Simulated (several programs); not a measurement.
## Many methods on one cell: ScAlN2 (ordering on rocksalt)

ScAlN2 as one 4-atom ordering (R-3m) on the rocksalt lattice, relaxed with r2SCAN in Ansatz, was computed with several methods. The symmetry is R-3m (No. 166, trigonal); a = 3.037 Å, c = 14.746 Å in the conventional setting, 9.82 Å³ an atom. Sc is surrounded by 6 N at 2.20 Å; Al is surrounded by 6 N at 2.09 Å; N is surrounded by 3 Al at 2.09 Å and 3 Sc at 2.20 Å. These are computed values for a spin-unpolarised cell that may be hypothetical; none is a measurement.

```cif
data_structure
_symmetry_space_group_name_H-M 'P 1'
_symmetry_Int_Tables_number 1
_cell_length_a 5.2187
_cell_length_b 5.2187
_cell_length_c 5.2187
_cell_angle_alpha 33.831
_cell_angle_beta 33.831
_cell_angle_gamma 33.831
_cell_volume 39.26
loop_
_atom_site_label
_atom_site_type_symbol
_atom_site_fract_x
_atom_site_fract_y
_atom_site_fract_z
_atom_site_occupancy
Sc1 Sc 0.00000 0.00000 0.00000 1
Al1 Al 0.50000 0.50000 0.50000 1
N1 N 0.24331 0.24331 0.24331 1
N2 N 0.75669 0.75669 0.75669 1
```

Gaps and times are for a single point on this cell; volume and bulk modulus come from each method's own relaxation or energy curve at fixed shape, which is too stiff where a cell has free coordinates or axes. Times are rough, from shared hosts (Arm Neoverse V1; Intel Xeon Processor @ 2.50GHz), and each method has its own mesh and cell size. A double dagger marks a value from a curve with shape and coordinates held. Gaps from k meshes are read at a limited set of points (mesh, symmetry points, PBE's band edges), so each method's own least gap may be somewhat smaller. Minimal bases can be far off for gaps. Times of the plane-wave ladder aren't listed, since it ran on unlike processors and cards. GLLB-SC's gap includes the derivative discontinuity. G0W0 is at finite bands, cutoff and mesh. d marks a direct gap, i an indirect one (no mark: not told apart), a dash a value that wasn't computed or didn't pass its checks.

```csv
method,kind,gap (eV),own volume (Å³/atom),bulk modulus (GPa),atoms computed,processor time
light PBE (260 eV and a coarse mesh),light plane-wave,0.66 i,–,–,4,0.99 s
PBE,semilocal,0.76 i,9.98,220‡,4,–
r2SCAN,semilocal,1.18 i,9.82,239‡,4,–
PBE/single zeta (GPAW),small basis,0.75 i,–,–,4,56 s
PBE/SZV (CP2K),small basis,0.43 i,10.10‡,221‡,4,57 s
GLLB-SC (GPAW),model potential,2.17,–,–,4,79 s
PBE/DZVP (CP2K),small basis,0.72 i,9.97‡,219‡,4,2.1 min
G0W0@r2SCAN (140 eV screening cutoff),many-body,2.04,–,–,4,–
G0W0@PBE (210 eV screening cutoff),many-body,2.02,–,–,4,–
```

Against r2SCAN (1.18 eV) and with closed or daggered gaps left aside, the nearest gap at the points sampled is that of PBE (-0.42 eV) and the farthest that of GLLB-SC (GPAW) (+0.99 eV). r2SCAN is only a yardstick of convenience: semilocal gaps usually lie below measured ones, which GLLB-SC and hybrids aim to mend.

Volumes against r2SCAN's: PBE +1.6 %.
